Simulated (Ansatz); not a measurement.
Crystal: Ba2Tl5V3O12.

```xyz
22
Lattice="8.1542 0.0000 0.0000 -4.0771 7.0618 0.0000 0.0000 0.0000 6.9213" Properties=species:S:1:pos:R:3 pbc="T T T"
Ba    0.0000    0.0000    1.6301
Ba    0.0000    0.0000    5.2912
V     4.0771    0.0000    0.0000
V    -2.0386    3.5309    0.0000
V     2.0386    3.5309    0.0000
Tl    4.0771    0.0000    3.4606
Tl   -2.0386    3.5309    3.4606
Tl    2.0386    3.5309    3.4606
Tl    0.0000    4.7079    1.5565
Tl    4.0771    2.3539    5.3648
O     1.3636    2.4246    5.6370
O     1.2955    7.0304    5.6370
O    -2.6592    4.6685    5.6370
O     1.4179    2.3932    1.2843
O     5.4407    4.6372    1.2843
O     5.3726    0.0314    1.2843
O     2.7135    4.6372    1.2843
O     2.7816    0.0314    1.2843
O     6.7363    2.3932    1.2843
O     2.6592    4.6685    5.6370
O    -1.3636    2.4246    5.6370
O    -1.2955    7.0304    5.6370
```

The cell was built by a generator and needn't be a form met in nature.

Program: Ansatz 0.2.0. Alike in all runs: level PBE; potentials or basis Ansatz PAW; spin collinear, ferromagnetic start; cell as given; k mesh 4 × 4 × 4; cutoff (eV) 420; smearing fermi-dirac 0.05 eV. Hardware: 8 threads of AMD EPYC 7R43 64-Core Processor (Zen 3), on a shared host.

Q: Order these runs on this cell by their wall time, lowest first.
A. task electron localisation function
B. task band structure; points for each segment of the path 10
C. task projected density of states

A: A (27 s), C (60 s), B (120 s).

Caveats: semilocal functionals often make such compounds metallic where correlation or magnetic order opens a gap, which also shifts bond lengths; the starting moments weren't kept; spin-orbit coupling is left out, which moves the levels of the heavy elements (some runs).
